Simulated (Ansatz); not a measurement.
**CH₂ClI+ (doublet): energies up the ladder**

Aim: energies up the ladder, for CH₂ClI+ (doublet), with the cost of each level. Charge +1. Spin multiplicity 2.

Program: Ansatz 0.2.0. Level of theory: the levels named in each step. These are calculated values, not measurements.

## Step 1: Starting point

Bond lengths: Cl1–C2 1.765 Å, C2–I3 2.154 Å, C2–H4 1.085 Å, C2–H5 1.086 Å. Angles: Cl1–C2–I3 113.3°, Cl1–C2–H4 108.8°, Cl1–C2–H5 108.8°, I3–C2–H4 107.1°, I3–C2–H5 107.1°, H4–C2–H5 111.7°.

As a file:

```xyz
5

Cl   -2.3923    0.6297    0.0002
C    -1.2505   -0.7163    0.0247
I     0.8090   -0.0874   -0.0030
H    -1.3990   -1.2847    0.9371
H    -1.4100   -1.3268   -0.8588
```

## Step 2: A rough first relaxation, PBE-D4/def2-SVP

The input, input.yaml:

```yaml
crystal:
  periodic: [false, false, false]
  atoms:
    - { symbol: Cl, position_ang: [-2.39228, 0.62973, 0.0002] }
    - { symbol: C, position_ang: [-1.25051, -0.71626, 0.0247] }
    - { symbol: I, position_ang: [0.80899, -0.08739, -0.00302] }
    - { symbol: H, position_ang: [-1.39901, -1.28471, 0.93713] }
    - { symbol: H, position_ang: [-1.40995, -1.32683, -0.85877] }
magnetization:
  spin_polarized: true
  initial_magnetization: 1
total_charge: 1
basis:
  gaussian: { orbitals: def2-SVP }
hamiltonian:
  xc: pbe
  dispersion: d4
relax:
  f_tol: 0.03
  max_steps: 200
```

Run with:

```console
> ansatz run input.yaml --threads 4 --pin off --max-ram 10240MiB --backend cpu --events-out ev --progress --plain --runs-dir out
```

The runs that follow: Relaxation, PBE0-D4/def2-TZVPP; Frequencies, PBE0-D4/def2-TZVPP; Single point, PBE-D4/def2-TZVPP; Single point, r2SCAN-D4/def2-TZVPP; Single point, B3LYP-D4/def2-TZVPP; Single point, wB97M-V/def2-TZVPP; Single point, B2PLYP/def2-TZVPP; Single point, LDA/def2-TZVPP; Single point, PBE0-D4/def2-SVP; Single point, PBE-D4/def2-SVP; Single point, CCSD(T)/def2-TZVPP; Single point, MP2/def2-QZVPP.

**Question.** What will these runs give? Wanted: Cl1–C2 at PBE0-D4/def2-TZVPP; C2–I3 at PBE0-D4/def2-TZVPP; frequencies at PBE0-D4/def2-TZVPP; energy at CCSD(T)/CBS.

The runs gave:

| quantity | value |
| --- | --- |
| Cl1–C2 at PBE0-D4/def2-TZVPP | 1.699 Å |
| C2–I3 at PBE0-D4/def2-TZVPP | 2.182 Å |
| frequencies at PBE0-D4/def2-TZVPP | 191 to 3098 cm⁻¹ |
| energy at CCSD(T)/CBS | -21662.800 eV |

In words: No mode is imaginary, so the geometry is a minimum. These totals serve in differences with atoms or fragments at the same level; alone they don't rank the methods. Heavy atoms carry effective core potentials in def2 sets, and spin-orbit coupling is left out.
